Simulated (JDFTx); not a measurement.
**Ta3N under changes of volume**

One of the cells (14.978 Å³/atom); the others are scaled copies at fixed shape and fractional positions:

```
Ta N
1.0
     3.03222    0.00000    0.00000
    -1.51611    2.62598    0.00000
     0.00000    0.00000    7.52414
Ta N
3 1
Cartesian
  1.5161 0.8753 6.2155
  0.0000 1.7507 1.3087
  0.0000 0.0000 3.7621
  0.0000 0.0000 0.0000
```

The cell comes from a database or a generator and needn't be the stable form of this composition.

| Quantity | Value |
| --- | --- |
| Program | JDFTx 1.7.0 (patched build) |
| Functional | PBEsol |
| Potentials or basis | PseudoDojo-SR-PBEsol-0.4.1-standard with smoothed tails |
| Cutoff | 1143 eV |
| Density cutoff | 9143 eV |
| k mesh | 10 × 10 × 4 |
| Occupations | fermi-dirac, width 0.05 eV |
| Spin | no spin polarisation |

| volume (Å³/atom) | energy over the lowest point (meV/atom) | pressure (GPa) | largest force (eV/Å) |
| --- | --- | --- | --- |
| 14.079 | ? | ? | ? |
| 14.379 | 0.00 | 2.2 | 0.138 |
| 14.678 | 1.12 | -3.2 | 0.274 |
| 14.978 | 11.80 | -8.1 | 0.396 |
| 15.277 | 31.12 | -12.5 | 0.506 |
| 15.577 | 58.20 | -16.4 | 0.605 |
| 15.877 | 92.29 | -19.9 | 0.694 |

Problem. What does the run at 14.079 Å³/atom give?

Solution. Energy over the lowest point 9.51 meV/atom; pressure 8.1 GPa; largest force 0.012 eV/Å.

Worked out: A Birch-Murnaghan fit of order 3 (a polynomial in V^(-2/3)) to the other rows has its minimum at 14.49 Å³/atom with B0 = V·E''(V) = 265 GPa and B' = 4.2 at fixed shape and positions, which overstates the stiffness. It gives 9.59 meV/atom at 14.079 Å³/atom, against the run's 9.51, and -dE/dV = 8.2 GPa, against 8.1.

Energies are extrapolated to zero smearing.
